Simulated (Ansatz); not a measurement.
**CH6ClNOSi: how energies converge with the basis set**

Aim: see how fast density functionals converge with the basis set for CH6ClNOSi.

Program: Ansatz 0.2.0, Gaussian basis. Level of theory: one geometry, several basis sets. These are calculated values, not measurements.

Plan: PBE0-D4/def2-SVP; ωB97M-V/def2-SVP; PBE0-D4/def2-QZVPP; ωB97M-V/def2-QZVPP; the functionals' def2-TZVPP values are taken from earlier runs.

**1. The geometry**

The geometry comes from an earlier relaxation with PBE0-D4 in a triple-zeta def2 set; it is a stationary point, not always the lowest conformer.

SMILES `C[Si](N)(O)Cl`, 11 atoms, charge 0, spin multiplicity 1.

Atoms are counted from 1 here; the program's logs count them from 0.

Bond lengths: C1–Si2 1.848 Å, C1–H6 1.093 Å, C1–H7 1.092 Å, C1–H8 1.092 Å, Si2–N3 1.694 Å, Si2–O4 1.637 Å, Si2–Cl5 2.088 Å, N3–H9 1.007 Å, N3–H10 1.006 Å, O4–H11 0.958 Å. Angles: Si2–C1–H6 111.0°, Si2–C1–H7 110.6°, Si2–C1–H8 110.1°, H6–C1–H7 107.7°, H6–C1–H8 108.6°, H7–C1–H8 108.7°, C1–Si2–N3 110.1°, C1–Si2–O4 114.7°, C1–Si2–Cl5 106.5°, N3–Si2–O4 106.2°, N3–Si2–Cl5 114.1°, O4–Si2–Cl5 105.3°, Si2–N3–H9 120.4°, Si2–N3–H10 121.0°, H9–N3–H10 111.8°, Si2–O4–H11 116.3°.

**2. PBE0-D4 in def2-SVP**

Contents of in.yaml:

```yaml
crystal:
  periodic: [false, false, false]
  atoms:
    - {symbol: C, position_ang: [-1.471491, 0.122050, -0.204919]}
    - {symbol: Si, position_ang: [0.328954, 0.150648, 0.211206]}
    - {symbol: N, position_ang: [1.190565, -0.834040, -0.865056]}
    - {symbol: O, position_ang: [0.692854, -0.389178, 1.713540]}
    - {symbol: Cl, position_ang: [0.912887, 2.154925, 0.187704]}
    - {symbol: H, position_ang: [-1.641289, 0.456731, -1.231241]}
    - {symbol: H, position_ang: [-2.030053, 0.785507, 0.458112]}
    - {symbol: H, position_ang: [-1.865524, -0.891294, -0.099711]}
    - {symbol: H, position_ang: [2.156026, -1.059042, -0.687918]}
    - {symbol: H, position_ang: [0.980640, -0.834022, -1.849131]}
    - {symbol: H, position_ang: [0.811829, 0.280816, 2.387915]}
basis:
  gaussian: {orbitals: def2-SVP}
hamiltonian: {xc: pbe0, dispersion: d4}
output: {orbitals: {seedname: orbitals}}
```

On the command line:

```bash
ansatz run in.yaml --threads 4 --pin off --events-out ev --progress --plain --max-ram 10444MiB
```

After this run come: ωB97M-V in def2-SVP; PBE0-D4 in def2-QZVPP; ωB97M-V in def2-QZVPP.

Before running them: what should the planned runs give, taken together? Wanted: PBE0-D4: double and triple zeta above quadruple; ωB97M-V: double and triple zeta above quadruple.

**Answer**, as computed:

```
                                       quantity           value
PBE0-D4: double and triple zeta above quadruple  14.00, 0.93 eV
ωB97M-V: double and triple zeta above quadruple  14.11, 0.88 eV
```

PBE0-D4 gains 13.07 eV from double to triple zeta, then 0.93 eV more. Total energies overstate the basis error of differences, where much of it tends to cancel. The LUMO of ωB97M-V is positive and keeps falling with the basis (3.02 to 1.42 eV): an unbound level that the basis holds in place.
